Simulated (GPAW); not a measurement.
Crystal: HfO2.

```
CELL_PARAMETERS angstrom
0.00000 2.55750 2.55750
2.55750 0.00000 2.55750
2.55750 2.55750 0.00000
ATOMIC_POSITIONS crystal
Hf 0.00000 0.00000 0.00000
O 0.75000 0.75000 0.75000
O 0.25000 0.25000 0.25000
```

Measurements of this composition are mostly on another form, of space group No. 14.

Base run:

- Program: GPAW 26.7.0
- Functional: PBEsol
- Potentials or basis: PAW data sets generated in the run's folder for this functional
- Cutoff: 800 eV
- Basis: pw
- k mesh: 9 × 9 × 9
- Occupations: fermi-dirac, width 0.05 eV
- Spin: no spin polarisation
- Hubbard terms: Hf d U = 8 eV

Its results: band gap on the k mesh 4.98 eV, indirect (least direct gap 5.24 eV); pressure 13.1 GPa.

**Question.** The run is repeated on the same cell with these changes: hubbard terms from Hf d U = 8 eV to Hf d U = 2 eV. What comes out?

**Answer.** Band gap on the k mesh 4.09 eV, indirect (least direct gap 4.22 eV); pressure -5.0 GPa.

Caveats: spin-orbit coupling is left out, which moves the levels of the heavy elements; the mesh misses the band edges, which the band path finds closer together (some runs).

Not every run made on this cell is shown here.
